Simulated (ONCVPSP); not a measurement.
# Sn: an ONCV potential and its near relatives

Aim: generate and test one potential in full, then change a few of its settings and see what happens to hardness, ghosts and transferability.

The numbers are computed with ONCVPSP 4.0.1 (LDA (Perdew-Zunger), scalar-relativistic, spin-unpolarised reference atom).

## (1) Starting point

Typed settings, in words:

* element: tin (Sn, Z = 50)
* type: optimised norm-conserving Vanderbilt (ONCV)
* frozen core: [Ar] 3d10
* valence charge: 22
* reference configuration: 4s2 4p6 4d10 5s1.5 5p2.5
* partial waves: 4s+5s: rc 1.30 bohr, ncon 3, nbas 6, qcut 8.1 1/bohr, 2 projectors; 4p+5p: rc 1.65 bohr, ncon 4, nbas 9, qcut 8.6 1/bohr, 2 projectors; 4d: rc 1.55 bohr, ncon 4, nbas 9, qcut 9.4 1/bohr, 2 projectors, debl 2.2 Ha
* local potential: polynomial inside 1.10 bohr (lpopt 5, dvloc0 2 Ha)
* core correction: Teter function, fcfact 4.25, rcfact 1.5

An earlier all-electron run gives the scale for the radii.

All-electron outer shells of the reference configuration (LDA (Perdew-Zunger), scalar-relativistic, ld1.x):

```json
{"shell": "3p", "level (eV)": "-699.17", "outermost node (bohr)": "0.14", "outermost maximum (bohr)": "0.30"}
{"shell": "3d", "level (eV)": "-474.47", "outermost node (bohr)": "–", "outermost maximum (bohr)": "0.25"}
{"shell": "4s", "level (eV)": "-134.43", "outermost node (bohr)": "0.40", "outermost maximum (bohr)": "0.74"}
{"shell": "4p", "level (eV)": "-90.33", "outermost node (bohr)": "0.41", "outermost maximum (bohr)": "0.79"}
{"shell": "4d", "level (eV)": "-26.64", "outermost node (bohr)": "0.39", "outermost maximum (bohr)": "0.88"}
{"shell": "5s", "level (eV)": "-11.26", "outermost node (bohr)": "0.98", "outermost maximum (bohr)": "1.99"}
{"shell": "5p", "level (eV)": "-4.19", "outermost node (bohr)": "1.09", "outermost maximum (bohr)": "2.52"}
```

## (2) The first potential

Input file Sn.dat:

```
# ATOM AND REFERENCE CONFIGURATION
# atsym  z   nc   nv     iexc    psfile
  Sn 50.00    6    5        3      upf
#
#   n    l    f
    1    0    2.00
    2    0    2.00
    2    1    6.00
    3    0    2.00
    3    1    6.00
    3    2   10.00
    4    0    2.00
    4    1    6.00
    4    2   10.00
    5    0    1.50
    5    1    2.50
#
# PSEUDOPOTENTIAL AND OPTIMIZATION
# lmax
    2
#
#   l,   rc,      ep,       ncon, nbas, qcut
    0    1.30    0.00    3    6    8.10
    1    1.65    0.00    4    9    8.60
    2    1.55    0.00    4    9    9.40
#
# LOCAL POTENTIAL
# lloc, lpopt,  rc(5),   dvloc0
    4    5    1.10    2.00
#
# VANDERBILT-KLEINMAN-BYLANDER PROJECTORs
# l, nproj, debl
    0    2    0.90
    1    2    3.60
    2    2    2.20
#
# MODEL CORE CHARGE
# icmod, fcfact, rcfact
    3    4.25    1.50
#
# LOG DERIVATIVE ANALYSIS
# epsh1, epsh2, depsh
   -6.00    5.00    0.04
#
# OUTPUT GRID
# rlmax, drl
    6.00    0.01
#
# TEST CONFIGURATIONS
# ncnf
    4
# nvcnf
#   n    l    f
    5
    4    0    2.00
    4    1    6.00
    4    2   10.00
    5    0    2.00
    5    1    2.00
#
    5
    4    0    2.00
    4    1    6.00
    4    2   10.00
    5    0    2.00
    5    1    1.00
#
    5
    4    0    2.00
    4    1    6.00
    4    2   10.00
    5    0    2.00
    5    1    0.00
#
    5
    4    0    2.00
    4    1    6.00
    4    2   10.00
    5    0    0.00
    5    1    0.00
#
```

On the command line:

```console
$ oncvpsp.x < Sn.dat > Sn.out
```

The output, Sn.out (without the consistency checks and plot data):

```text
ONCVPSP  (Optimized Norm-Conservinng Vanderbilt PSeudopotential)
scalar-relativistic version 4.0.1

#   n    l    f        energy (Ha)
    1    0    2.00    -1.0650304E+03
    2    0    2.00    -1.6083920E+02
    2    1    6.00    -1.4447667E+02
    3    0    2.00    -3.1041321E+01
    3    1    6.00    -2.5693900E+01
    3    2   10.00    -1.7436593E+01
    4    0    2.00    -4.9402300E+00
    4    1    6.00    -3.3196416E+00
    4    2   10.00    -9.7913193E-01
    5    0    1.50    -4.1392433E-01
    5    1    2.50    -1.5387691E-01

Reference configufation results
  iterations    25
  all-electron total energy (Ha)   -6.17173741D+03

Begin loop to  construct optimized pseudo wave functions
and semi-local pseudopoentials for all angular momenta

Calculating optimized projector #   1

 for l=   0

    Fraction of norm inside rc  0.944929
    Optimizing pswf for qcut=   8.09 a_B^-1,  ecut=  32.74 Ha
    Residual kinetic energy error=  6.35D-05 Ha

    Energy error per electron        Cutoff
         Ha          eV             Ha
         0.01000     0.27211       19.95
         0.00100     0.02721       26.34
         0.00010     0.00272       31.39
         0.00001     0.00027       82.47

Calculating optimized projector #   2

 for l=   0

    Fraction of norm inside rc  0.067868
    Optimizing pswf for qcut=   8.09 a_B^-1,  ecut=  32.74 Ha
    Residual kinetic energy error=  7.27D-05 Ha

    Energy error per electron        Cutoff
         Ha          eV             Ha
         0.01000     0.27211       17.21
         0.00100     0.02721       25.97
         0.00010     0.00272       31.85
         0.00001     0.00027       69.46

Calculating optimized projector #   1

 for l=   1

    Fraction of norm inside rc  0.978736
    Optimizing pswf for qcut=   8.59 a_B^-1,  ecut=  36.93 Ha
    Residual kinetic energy error=  2.04D-07 Ha

    Energy error per electron        Cutoff
         Ha          eV             Ha
         0.01000     0.27211       19.61
         0.00100     0.02721       24.68
         0.00010     0.00272       28.64
         0.00001     0.00027       32.23

Calculating optimized projector #   2

 for l=   1

    Fraction of norm inside rc  0.069855
    Optimizing pswf for qcut=   8.59 a_B^-1,  ecut=  36.93 Ha
    Residual kinetic energy error=  4.74D-08 Ha

    Energy error per electron        Cutoff
         Ha          eV             Ha
         0.01000     0.27211       14.43
         0.00100     0.02721       20.00
         0.00010     0.00272       24.79
         0.00001     0.00027       28.50

   Wellstate for l =  2  n =  6
     eigenvalue =   1.2209
     asymptotic potential =   1.7209
     half-point radius =  4.5618

Calculating optimized projector #   1

 for l=   2

    Fraction of norm inside rc  0.849023
    Optimizing pswf for qcut=   9.40 a_B^-1,  ecut=  44.13 Ha
    Residual kinetic energy error=  7.25D-06 Ha

    Energy error per electron        Cutoff
         Ha          eV             Ha
         0.01000     0.27211       28.63
         0.00100     0.02721       34.66
         0.00010     0.00272       39.20
         0.00001     0.00027       44.01

Calculating optimized projector #   2

 for l=   2

    Fraction of norm inside rc  0.055396
    Optimizing pswf for qcut=   9.40 a_B^-1,  ecut=  44.13 Ha
    Residual kinetic energy error=  5.09D-06 Ha

    Energy error per electron        Cutoff
         Ha          eV             Ha
         0.01000     0.27211       24.83
         0.00100     0.02721       32.41
         0.00010     0.00272       37.98
         0.00001     0.00027       43.00

Construct Vanderbilt / Kleinmman-Bylander projectors

B matrix Hermiticity error, ll=   0
   1   2    8.5265E-04

  Orthonormal projector coefficients  1.2443E+01  1.8888E+00

B matrix Hermiticity error, ll=   1
   1   2    3.8215E-04

  Orthonormal projector coefficients  4.8979E+00  4.1992E-01

B matrix Hermiticity error, ll=   2
   1   2   -2.5206E-04

  Orthonormal projector coefficients -1.4851E+00 -5.4110E-01

Model core correction analysis
  based on d2Exc/dn_idn_j

d2excae - all-electron derivatives

   -3.255252D-02   -3.005200D-02   -2.288111D-02   -2.751336D-03
   -1.372098D-03
   -3.005207D-02   -2.861081D-02   -2.304445D-02   -3.362340D-03
   -1.568124D-03
   -2.288135D-02   -2.304472D-02   -2.161615D-02   -6.919457D-03
   -3.368573D-03
   -2.751454D-03   -3.362495D-03   -6.919174D-03   -2.325391D-02
   -1.898303D-02
   -1.372113D-03   -1.568123D-03   -3.368323D-03   -1.898230D-02
   -2.122136D-02

d2excps - pseudofunction derivatives with no core correction

   -4.435047D-02   -3.660215D-02   -2.466692D-02   -4.160942D-03
   -1.895272D-03
   -3.660277D-02   -3.386589D-02   -2.564729D-02   -4.065857D-03
   -1.933525D-03
   -2.466730D-02   -2.564760D-02   -2.405013D-02   -7.024916D-03
   -3.479672D-03
   -4.161330D-03   -4.066044D-03   -7.024636D-03   -2.340812D-02
   -1.903496D-02
   -1.895350D-03   -1.933539D-03   -3.479422D-03   -1.903422D-02
   -2.124547D-02

rms 2nd derivative error    3.372431E-03

rmatch, rhocmatch    0.5447   40.3883

Teter function model core charge with specified parameters

d2excps - pseudofunction derivatives with core correction

   -2.974782D-02   -2.760669D-02   -2.088591D-02   -2.728818D-03
   -1.334840D-03
   -2.760669D-02   -2.726078D-02   -2.247874D-02   -3.260311D-03
   -1.546706D-03
   -2.088603D-02   -2.247894D-02   -2.226732D-02   -6.733160D-03
   -3.313105D-03
   -2.728922D-03   -3.260459D-03   -6.732875D-03   -2.325872D-02
   -1.898111D-02
   -1.334846D-03   -1.546701D-03   -3.312854D-03   -1.898038D-02
   -2.122122D-02

rms 2nd derivative error    1.109519E-03

Pseudoatom total energy -214.934888

Diagnostic tests using Vanderbilt-Kleinman-Bylander pseudopotentials
  1 or more projectors used as specified by nproj input data

   l    rcore       rmatch      e in        delta e   norm test  slope test

   0   1.3044398   1.3440454  -4.9402300   0.0000448   1.0002807   1.0002726
   0   1.3044398   1.3440454  -0.4139243   0.0000177   1.0000838   1.0000551

   1   1.6570792   1.7073917  -3.3196416   0.0000109   1.0002115   1.0001991
   1   1.6570792   1.7073917  -0.1538769   0.0000056   1.0000455   1.0000293

   2   1.5515489   1.5986573  -0.9791319  -0.0000119   1.0001675   1.0001804
   2   1.5515489   1.5986573   1.2208681   0.0000197   1.0003210   1.0003210

 Testing for bound ghosts
   n   l    E NL Schr. Eq   E Basis Diag.   E Cutoff

   1   0       -4.940185       -4.940198     75.65
   2   0       -0.413907       -0.338156     75.65

   2   1       -3.319631       -3.319630    144.96
   3   1       -0.153871       -0.098178    144.96

   3   2       -0.979144       -0.979016    184.50

 Testing for highly-localized positive-energy ghosts
       l    <radius>/rc     E Basis Diag.   E Cutoff

Test configuration 0

   n   l     f        eae           eps        diff
   1   0  2.0000-1065.03039975
   2   0  2.0000 -160.83919733
   2   1  6.0000 -144.47666517
   3   0  2.0000  -31.04132054
   3   1  6.0000  -25.69390000
   3   2 10.0000  -17.43659290
   4   0  2.0000   -4.94022998   -4.94018520    4.48D-05
   4   1  6.0000   -3.31964162   -3.31963072    1.09D-05
   4   2 10.0000   -0.97913193   -0.97914388   -1.19D-05
   5   0  1.5000   -0.41392433   -0.41390659    1.77D-05
   5   1  2.5000   -0.15387691   -0.15387128    5.63D-06

    Total energies and differences
      AE_ref= -6.17173741D+03  AE_tst= -6.17173741D+03  dif=  0.00D+00
      PS_ref= -2.14934888D+02  PS_tst= -2.14934888D+02  dif= -7.11D-13
      PSP excitation error=  7.11D-13

Test configuration 1

   n   l     f        eae           eps        diff
   1   0  2.0000-1065.00154682
   2   0  2.0000 -160.81088965
   2   1  6.0000 -144.44841026
   3   0  2.0000  -31.01265476
   3   1  6.0000  -25.66525251
   3   2 10.0000  -17.40800043
   4   0  2.0000   -4.91160050   -4.91110902    4.91D-04
   4   1  6.0000   -3.29112840   -3.29095564    1.73D-04
   4   2 10.0000   -0.95169812   -0.95173716   -3.90D-05
   5   0  2.0000   -0.39742356   -0.39737973    4.38D-05
   5   1  2.0000   -0.14234293   -0.14233825    4.67D-06

    Total energies and differences
      AE_ref= -6.17173741D+03  AE_tst= -6.17186619D+03  dif= -1.29D-01
      PS_ref= -2.14934888D+02  PS_tst= -2.15063666D+02  dif= -1.29D-01
      PSP excitation error= -2.74D-06

Test configuration 2

   n   l     f        eae           eps        diff
   1   0  2.0000-1065.30012263
   2   0  2.0000 -161.10787197
   2   1  6.0000 -144.74559262
   3   0  2.0000  -31.30932327
   3   1  6.0000  -25.96193751
   3   2 10.0000  -17.70462335
   4   0  2.0000   -5.20780284   -5.20749693    3.06D-04
   4   1  6.0000   -3.58728267   -3.58721485    6.78D-05
   4   2 10.0000   -1.24677023   -1.24682660   -5.64D-05
   5   0  2.0000   -0.66743984   -0.66739152    4.83D-05
   5   1  1.0000   -0.38680311   -0.38679283    1.03D-05

    Total energies and differences
      AE_ref= -6.17173741D+03  AE_tst= -6.17160534D+03  dif=  1.32D-01
      PS_ref= -2.14934888D+02  PS_tst= -2.14802758D+02  dif=  1.32D-01
      PSP excitation error= -5.76D-05

Test configuration 3

   n   l     f        eae           eps        diff
   1   0  2.0000-1065.65591334
   2   0  2.0000 -161.46037615
   2   1  6.0000 -145.09848910
   3   0  2.0000  -31.66106627
   3   1  6.0000  -26.31371056
   3   2 10.0000  -18.05628971
   4   0  2.0000   -5.55807645   -5.55827962   -2.03D-04
   4   1  6.0000   -3.93732744   -3.93753040   -2.03D-04
   4   2 10.0000   -1.59437832   -1.59446580   -8.75D-05
   5   0  2.0000   -0.97511442   -0.97508624    2.82D-05

    Total energies and differences
      AE_ref= -6.17173741D+03  AE_tst= -6.17108114D+03  dif=  6.56D-01
      PS_ref= -2.14934888D+02  PS_tst= -2.14278442D+02  dif=  6.56D-01
      PSP excitation error= -1.77D-04

Test configuration 4

   n   l     f        eae           eps        diff
   1   0  2.0000-1066.59664138
   2   0  2.0000 -162.38732534
   2   1  6.0000 -146.02634375
   3   0  2.0000  -32.58690072
   3   1  6.0000  -27.23952573
   3   2 10.0000  -18.98155934
   4   0  2.0000   -6.47616062   -6.48138403   -5.22D-03
   4   1  6.0000   -4.85323446   -4.85577805   -2.54D-03
   4   2 10.0000   -2.49523100   -2.49554282   -3.12D-04

    Total energies and differences
      AE_ref= -6.17173741D+03  AE_tst= -6.16839809D+03  dif=  3.34D+00
      PS_ref= -2.14934888D+02  PS_tst= -2.11594442D+02  dif=  3.34D+00
      PSP excitation error= -1.13D-03
```

Run time: 3.9 s. Hardware: 1 thread, shared host.

All-electron and pseudo partial waves u(r) = r·R(r), from the program's wave files:

```tsv
r (bohr)	4s AE	4s PS
0.082	0.4824	0.1732
0.165	-0.2200	0.3485
0.248	-0.7298	0.5223
0.330	-0.4967	0.6881
0.413	0.0742	0.8428
0.495	0.6271	0.9737
0.578	1.0249	1.0744
0.660	1.2357	1.1352
0.742	1.2985	1.1536
0.825	1.2574	1.1291
0.908	1.1542	1.0661
0.990	1.0228	0.9739
1.072	0.8832	0.8623
1.155	0.7464	0.7407
1.238	0.6213	0.6207
1.320	0.5125	0.5123
1.402	0.4188	0.4187
1.485	0.3389	0.3388
1.568	0.2725	0.2724
1.650	0.2186	0.2186
1.733	0.1742	0.1741
1.815	0.1387	0.1386
1.898	0.1098	0.1097
1.980	0.0869	0.0869
2.062	0.0687	0.0686
2.145	0.0540	0.0540
```

Densities times 4π (e/bohr³); a dash where the program caps the true core:

```tsv
r (bohr)	pseudo valence	true core	model core
0.082	10.88	–	166.3
0.248	19.89	–	127.9
0.413	33.23	201.1	74.9
0.578	40.96	25.93	32.26
0.742	36.94	2.755	9.666
0.908	25.43	0.2749	1.702
1.072	14.55	0.02858	0.1199
1.238	7.576	0.002985	0.0001712
1.402	4.04	0.0003322	0.003199
1.568	2.29	3.688e-05	0.0002079
1.733	1.408	4.256e-06	0.0001298
1.898	0.9333	5.309e-07	7.894e-05
2.062	0.6592	1e-07	9.451e-07
```

## (3) The configuration tests of the same run

Excitation and ionisation energies from 4s2 4p6 4d10 5s1.5 5p2.5, with the error of the potential.

| valence configuration | charge | ΔE all-electron (eV) | error AE − PS (meV) |
| --- | --- | --- | --- |
| 4s2 4p6 4d10 5s2 5p2 | 0 | -3.504 | -0.1 |
| 4s2 4p6 4d10 5s2 5p1 | +1 | 3.594 | -1.6 |
| 4s2 4p6 4d10 5s2 5p0 | +2 | 17.858 | -4.8 |
| 4s2 4p6 4d10 5s0 5p0 | +4 | 90.867 | -31 |

## (4) Logarithmic derivatives

Taken from the files of the generation run. The phase is arctan(r·R′/R) of the radial function R, unwrapped, with energies in Ha. A pole is an energy at which the radial function vanishes at the test radius. The pseudo phase is shifted by a multiple of π to meet the all-electron one at the reference energy. Levels narrower than the energy grid can be missing from the poles. The last column is the largest difference on the grid between −0.5 and +0.5 Ha.

| channel | radius (bohr) | reference (Ha) | poles AE | poles PS | window around the reference with phases within 0.05 rad (Ha) | largest difference near zero (rad) |
| --- | --- | --- | --- | --- | --- | --- |
| s | 1.32 | -0.41 | -4.18 | -4.18 | the whole range | 0.000 |
| p | 1.68 | -0.15 | -3.11 | -3.11 | the whole range | 0.000 |
| d | 1.57 | -0.98 | -0.24 | -0.24 | the whole range | 0.000 |

Phases (rad) along the scan:

```tsv
E (Ha)	s AE	s PS	p AE	p PS
-5.96	0.186	0.186	1.316	1.316
-5.40	-0.944	-0.944	1.286	1.286
-4.84	-1.384	-1.384	1.238	1.238
-4.28	-1.551	-1.551	1.133	1.133
-3.72	-1.644	-1.644	0.504	0.504
-3.16	-1.709	-1.709	-1.537	-1.537
-2.60	-1.764	-1.764	-1.748	-1.748
-2.04	-1.818	-1.818	-1.848	-1.848
-1.48	-1.876	-1.876	-1.943	-1.943
-0.92	-1.945	-1.945	-2.073	-2.073
-0.36	-2.036	-2.036	-2.297	-2.297
0.20	-2.164	-2.164	-2.755	-2.755
0.76	-2.363	-2.364	-3.507	-3.507
1.32	-2.686	-2.688	-4.053	-4.053
1.88	-3.160	-3.165	-4.316	-4.316
2.44	-3.645	-3.652	-4.454	-4.455
3.00	-3.983	-3.991	-4.539	-4.540
3.56	-4.190	-4.197	-4.597	-4.598
4.12	-4.320	-4.328	-4.641	-4.643
4.68	-4.408	-4.416	-4.676	-4.679
```

## (5) Plane-wave cutoff and ghosts

From the same output: the cutoffs (Ha) at which the residual kinetic energy of the hardest occupied pseudo-wave falls to 1 and 0.1 mHa per electron are 35 Ha and 39 Ha.

The program's own ghost test: no bound ghost flagged; no localised positive-energy state flagged.

Cutoff (Ha) at which the first wave of each channel reaches a given error (Ha per electron):

```tsv
error	s	p	d
1.0e-02	20.0	19.6	28.6
3.2e-03	23.5	22.2	32.1
1.0e-03	26.3	24.7	34.7
3.2e-04	28.8	26.8	37.0
1.0e-04	31.4	28.6	39.2
3.2e-05	56.6	30.4	41.6
1.0e-05	82.5	32.2	44.0
```

[end of part 1 of 2]
